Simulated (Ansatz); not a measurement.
# InSiH3ClO (SMILES [SiH3][O][In][Cl]) at U-r2SCAN0/def2-SVP (core potential)

Aim: the vertical doublet–quartet gap of InSiH3ClO at U-r2SCAN0/def2-SVP (core potential), from 2 runs. 

Program for the calculation: Ansatz 0.2.0.

113 further runs of the same task are left out: 113 set aside as unsound or not needed.

**1. The molecule**

InSiH3ClO has 7 atoms, charge 0, and is taken as a doublet. As SMILES, `[SiH3][O][In][Cl]`. Geometry: relaxed at PBE0-D4/def2-TZVP. This is one conformer, not always the lowest.

Bond lengths: Si1–O2 1.634 Å, O2–In3 1.993 Å, In3–Cl4 2.351 Å, Si1–H5 1.491 Å, Si1–H6 1.486 Å, Si1–H7 1.491 Å. Angles: Si1–O2–In3 137.3°, O2–In3–Cl4 115.6°, O2–Si1–H5 111.6°, O2–Si1–H6 108.5°, O2–Si1–H7 111.6°, H5–Si1–H6 108.8°, H5–Si1–H7 107.5°, H6–Si1–H7 108.8°.

**2. A single-point energy at U-r2SCAN0/def2-SVP (core potential)**

Contents of input.yaml:

```yaml
basis:
  gaussian: {orbitals: def2-SVP}
crystal:
  periodic: [false, false, false]
  atoms:
    - symbol: Si
      position_ang: [0.016600, 1.144600, 0.460800]
    - symbol: O
      position_ang: [0.203700, -0.441600, 0.114500]
    - symbol: In
      position_ang: [-0.437600, -1.723300, -1.270600]
    - symbol: Cl
      position_ang: [0.330700, -3.933200, -1.041200]
    - symbol: H
      position_ang: [0.496200, 2.009500, -0.655300]
    - symbol: H
      position_ang: [0.803700, 1.457800, 1.681900]
    - symbol: H
      position_ang: [-1.413400, 1.486100, 0.709900]
accuracy: high
hamiltonian: {xc: {name: r2SCAN0}}
magnetization: {spin_polarized: true, initial_magnetization: 1}
output: {orbitals: {seedname: orbitals}}
```

Command:

```console
$ ansatz run input.yaml --threads 1 --pin off --max-ram 3480MiB --events-out events.jsonl --progress --plain --runs-dir runs
```

Standard output:

```text
Warning: RAYON_NUM_THREADS=1 ignored (pool sized by the plan → 1); use --threads N
Functional definition: r2SCAN0
  name "r2SCAN0"
  parameter a = 0.25
  parameter k0 = 0.174
  parameter k1 = 0.065
  parameter a1 = 4.9479
  exchange = (1 - a)*r2scan_x(k0 = k0, k1 = k1, a1 = a1) + a*exact_x
  correlation = r2scan_c
2009 factors; integrals over basis functions are off by at most 8.1e-9 eV
mean field evaluation 1: about -27656.2152 eV, gradient 3.7e1 eV
mean field evaluation 2: about -27610.4637 eV, gradient 1.0e2 eV
mean field evaluation 4: about -27661.6452 eV, gradient 6.0e0 eV
mean field evaluation 8: about -27661.9593 eV, gradient 3.6e-1 eV
mean field evaluation 16: about -27661.9602 eV, gradient 1.3e-3 eV
mean field -27661.96021709 eV, -1016.5582880278 hartree, gradient 5.4e-8 eV, S^2 0.756180; 0 other end points of the search recorded, 0 dependent functions left out
reference -27661.96022153 eV, -1016.5582881911 hartree; 32, 31 occupied and 59, 60 virtual orbitals, 2009 factors
Total energy: -27661.96022153 eV, -1016.5582881911 hartree
```

It took 40 s on 1 thread of Arm Neoverse V2, shared host; peak memory 0.71 GiB.

**3. The quartet**

Contents of run.yaml:

```yaml
crystal:
  periodic: [false, false, false]
  atoms:
    - symbol: Si
      position_ang: [0.016600, 1.144600, 0.460800]
    - symbol: O
      position_ang: [0.203700, -0.441600, 0.114500]
    - symbol: In
      position_ang: [-0.437600, -1.723300, -1.270600]
    - symbol: Cl
      position_ang: [0.330700, -3.933200, -1.041200]
    - symbol: H
      position_ang: [0.496200, 2.009500, -0.655300]
    - symbol: H
      position_ang: [0.803700, 1.457800, 1.681900]
    - symbol: H
      position_ang: [-1.413400, 1.486100, 0.709900]
basis:
  gaussian: {orbitals: def2-SVP}
magnetization: {spin_polarized: true, initial_magnetization: 3}
hamiltonian: {xc: {name: r2SCAN0}}
accuracy: high
output: {orbitals: {seedname: orbitals}}
```

Command:

```console
$ ansatz run run.yaml --threads 1 --pin off --max-ram 3480MiB --events-out events.jsonl --progress --plain --runs-dir runs
```

Standard output, shortened:

```text
Warning: RAYON_NUM_THREADS=1 ignored (pool sized by the plan → 1); use --threads N
[... 8 set-up lines as earlier in the session ...]
2009 factors; integrals over basis functions are off by at most 8.1e-9 eV
mean field evaluation 1: about -27649.6722 eV, gradient 3.8e1 eV
mean field evaluation 2: about -27585.8089 eV, gradient 1.1e2 eV
mean field evaluation 4: about -27653.1474 eV, gradient 1.9e1 eV
mean field evaluation 8: about -27656.5086 eV, gradient 1.1e0 eV
mean field evaluation 16: about -27656.6827 eV, gradient 2.6e-1 eV
mean field evaluation 32: about -27656.6832 eV, gradient 2.6e-5 eV
mean field evaluation 64: about -27656.6330 eV, gradient 2.6e0 eV
mean field -27656.68321402 eV, -1016.3643617419 hartree, gradient 8.0e-8 eV, S^2 3.762958; 7 other end points of the search recorded, 0 dependent functions left out
reference -27656.68321860 eV, -1016.3643619104 hartree; 33, 30 occupied and 58, 61 virtual orbitals, 2009 factors
Total energy: -27656.68321860 eV, -1016.3643619104 hartree
```

Run time: 87 s. Hardware: 1 thread of Arm Neoverse V2, shared host; peak memory 0.72 GiB.

**4. What came out**

At U-r2SCAN0/def2-SVP (core potential):

```
                                        quantity           value
                           doublet: total energy  -1016.55829 Eh
     doublet: HOMO energy (highest over α and β)        -7.28 eV
      doublet: LUMO energy (lowest over α and β)        -4.07 eV
                                   doublet: ⟨S²⟩           0.756
                           quartet: total energy  -1016.36436 Eh
     quartet: HOMO energy (highest over α and β)        -3.50 eV
                                   quartet: ⟨S²⟩           3.763
vertical energy of the quartet above the doublet        5.277 eV
```

What this shows: At this shape the quartet lies 5.28 eV (122 kcal/mol) above the doublet.
